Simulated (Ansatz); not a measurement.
# LaAl2TeRu2: the cost of one run

Program: Ansatz 0.2.0. Level of theory: reference: DFT r2SCAN, plane waves, PAW, scalar-relativistic, no spin polarisation. These are calculated values, not measurements.

### Step 1. The system as given

The structure is tetragonal, space group P4/mmm (No. 123). Conventional cell: a = 4.551 Å, b = 4.551 Å, c = 6.119 Å, α = 90.00°, β = 90.00°, γ = 90.00°. La (site symmetry 4/mmm) has 2 Te at 3.06 Å as nearest neighbours. Te (site symmetry 4/mmm) is surrounded by 4 Ru at 2.28 Å and 2 La at 3.06 Å. Al (site symmetry 4mm) has 4 Ru at 2.75 Å and 2 Al at 3.01 to 3.10 Å as nearest neighbours. Ru (site symmetry mmm) is surrounded by 2 Te at 2.28 Å.

As a file:

```cif
data_structure
_symmetry_space_group_name_H-M 'P 1'
_symmetry_Int_Tables_number 1
_cell_length_a 4.5506
_cell_length_b 4.5506
_cell_length_c 6.1185
_cell_angle_alpha 90.000
_cell_angle_beta 90.000
_cell_angle_gamma 90.000
_cell_volume 126.70
loop_
_atom_site_label
_atom_site_type_symbol
_atom_site_fract_x
_atom_site_fract_y
_atom_site_fract_z
_atom_site_occupancy
La1 La 0.00000 0.00000 0.50000 1
Te1 Te 0.00000 0.00000 0.00000 1
Al1 Al 0.50000 0.50000 0.25370 1
Al2 Al 0.50000 0.50000 0.74630 1
Ru1 Ru 0.00000 0.50000 0.00000 1
Ru2 Ru 0.50000 0.00000 0.00000 1
```

### Step 2. The reference run

File input.yaml:

```yaml
crystal:
  lattice:
    - [4.550564, 0.0, 0.0]
    - [0.0, 4.550564, 0.0]
    - [0.0, 0.0, 6.11854]
  atoms:
    - { symbol: La, position: [0.0, 0.0, 0.5] }
    - { symbol: Te, position: [0.0, 0.0, 0.0] }
    - { symbol: Al, position: [0.5, 0.5, 0.2537] }
    - { symbol: Al, position: [0.5, 0.5, 0.7463] }
    - { symbol: Ru, position: [0.0, 0.5, 0.0] }
    - { symbol: Ru, position: [0.5, 0.0, 0.0] }
  symmetry: { tolerance: 0.0003 }
kpoints:
  mp_grid: { grid: [4, 4, 3], shift: [0, 0, 0] }
magnetization:
  spin_polarized: false
scf:
  occupations: { method: gaussian, width: 0.1829 }
hamiltonian:
  pseudopotentials: { kind: paw }
  xc: r2scan
basis:
  ecutwfc: 500
output:
  forces: true
  stress: true
  eigenvalues: true
  write_density: true
  write_potential: true
  elf: true
  volumetric_format: npy
relax:
  max_steps: 40
  cell: {}
```

Run with:

```sh
> ansatz run input.yaml --threads 1 --pin off --max-ram 2560MiB --backend cpu --events-out ev --progress --plain --runs-dir out
```

**Question.** How long does this run take on 1 thread of Intel Xeon 6975P-C (Granite Rapids), shared host, and how much memory does it need?

About 48 s, with a peak of 0.79 GiB.
